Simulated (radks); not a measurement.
# Exchange and kinetic functionals tested on atomic densities: Hg, As³⁺, F²⁺, Fe³⁺, Ce²⁹⁺, Yb

The task here is to estimate one member of a computed series from the others.

The numbers are computed with radks (a radial shooting solver on a logarithmic mesh, Libxc functionals) version 1 (non-relativistic Kohn-Sham, PBE, spin-polarised, spherical densities, point nucleus; open shells are filled with parallel spins first), except any that are marked as measured or tabulated.

## The atom as given

- species: Hg ([Hg]), As³⁺ ([Ar] 3d10 4s2), F²⁺ ([He] 2s2 2p3), Fe³⁺ ([Ar] 3d5), Ce²⁹⁺ ([Ar] 3d10 4s1), Yb ([Xe] 4f14 6s2)

The first run:

Settings of this run:

```text
Z 80
configuration [Hg]
relativity non-relativistic
functional pbe,pbe
spin polarised
nucleus point
```

Steps of the session up to this table: Hg, [Hg].

One of the session's tables, all rows but one given; the rest of the session is left out.

It belongs to the step «Hg, [Hg]». From the orbitals of this run (lengths in bohr):

| level | <r> | outermost maximum (interpolated) | 90 % within | nodes |
| --- | --- | --- | --- | --- |
| 4s | 0.4411 | 0.415 | 0.630 | 3 |
| 4p | 0.4447 | 0.414 | 0.643 | 2 |
| 4d | 0.4515 | 0.406 | 0.671 | 1 |
| 4f | 0.4714 | 0.362 | 0.750 | 0 |
| 5s | ? | ? | ? | ? |
| 5p | 1.085 | 0.968 | 1.57 | 3 |
| 5d | 1.459 | 1.15 | 2.26 | 2 |
| 6s | 3.110 | 2.53 | 4.69 | 5 |

Estimate the missing values for 5s.

As computed: <r>: 1.001; outermost maximum (interpolated): 0.915; 90 % within: 1.43; nodes: 4. In the column «<r>» it lies between 4f (0.4714) and 5p (1.085).
